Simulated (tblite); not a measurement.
# C58 (C58:1 fullerene, spiral 1 2 3 4 5 7 25 27 28 29 30 31): the cost of one run

Programs: tblite 0.8.0 and PySCF 2.14.0, with routines of our own; each step states its level. All values are computed. Atoms count from 0.

## 1. The system as given

58 atoms, charge 0, multiplicity 1; geometry from: force field, distance geometry or constructed start.

## 2. Optimising the geometry with GFN2-xTB

Job settings and geometry (Å):

```
{"job": {"kind": "relax", "xc": "GFN2-xTB", "basis": "xTB"}, "charge": 0, "multiplicity": 1}
C      0.165500    -0.573600    -5.420700
C      0.954000     0.606400    -5.263400
C      0.087700     1.674700    -4.891600
C     -1.205500     1.118500    -4.613600
C     -1.180200    -0.258600    -5.009600
C     -1.609600    -1.275000    -4.105800
C     -0.495300    -2.156400    -3.885500
C      0.656800    -1.562200    -4.507700
C      1.657800    -0.955200    -3.687600
C      1.853000     0.383400    -4.164500
C      1.706100     1.474000    -3.247900
C      0.576700     2.251900    -3.682500
C     -0.545400     2.365500    -2.773000
C     -1.544300     1.452700    -3.263600
C     -2.054400     0.452400    -2.364900
C     -2.126600    -0.914300    -2.806700
C     -1.683700    -1.949300    -1.909000
C     -0.455600    -2.462500    -2.485200
C      0.759400    -2.190100    -1.734100
C      1.662700    -1.196900    -2.267300
C      2.094300    -0.131100    -1.389600
C      1.865500     1.224300    -1.832800
C      1.096100     2.066300    -0.924300
C     -0.261500     2.376800    -1.364900
C     -1.319400     1.895500    -0.485200
C     -2.023900     0.712100    -0.942100
C     -2.146900    -0.392700    -0.029100
C     -1.714100    -1.695600    -0.490800
C     -0.660800    -2.323600     0.296400
C      0.662600    -2.323600    -0.295000
C      1.717200    -1.695500     0.490900
C      2.145800    -0.393700     0.028600
C      2.016800     0.713100     0.942700
C      1.322000     1.891600     0.489800
C      0.258400     2.382900     1.360100
C     -1.092200     2.063900     0.928000
C     -1.867300     1.222800     1.828500
C     -2.095700    -0.132500     1.388500
C     -1.658700    -1.201800     2.269900
C     -0.764800    -2.188500     1.737700
C      0.454500    -2.461400     2.488000
C      1.690100    -1.956800     1.913600
C      2.129700    -0.913800     2.809400
C      2.054800     0.446900     2.363300
C      1.542700     1.455000     3.263300
C      0.540000     2.366400     2.774700
C     -0.576900     2.254000     3.681900
C     -1.708600     1.477700     3.248100
C     -1.854300     0.384500     4.166300
C     -1.653200    -0.952400     3.689200
C     -0.654300    -1.572300     4.512200
C      0.502100    -2.156800     3.881900
C      1.606000    -1.274800     4.103300
C      1.201400     1.112500     4.604400
C     -0.081800     1.676100     4.894100
C     -0.957800     0.606700     5.257100
C     -0.153900    -0.577600     5.417200
C      1.182000    -0.249800     5.012300
```

On the command line:

```sh
> OMP_NUM_THREADS=8 python large_run.py task.json out
```

This one command runs all jobs of the session in turn.

Q: Estimate the wall time and peak memory of this first job on 8 threads of Arm Neoverse N1, shared host.

About 3.9 s, with a peak of 0.16 GiB.
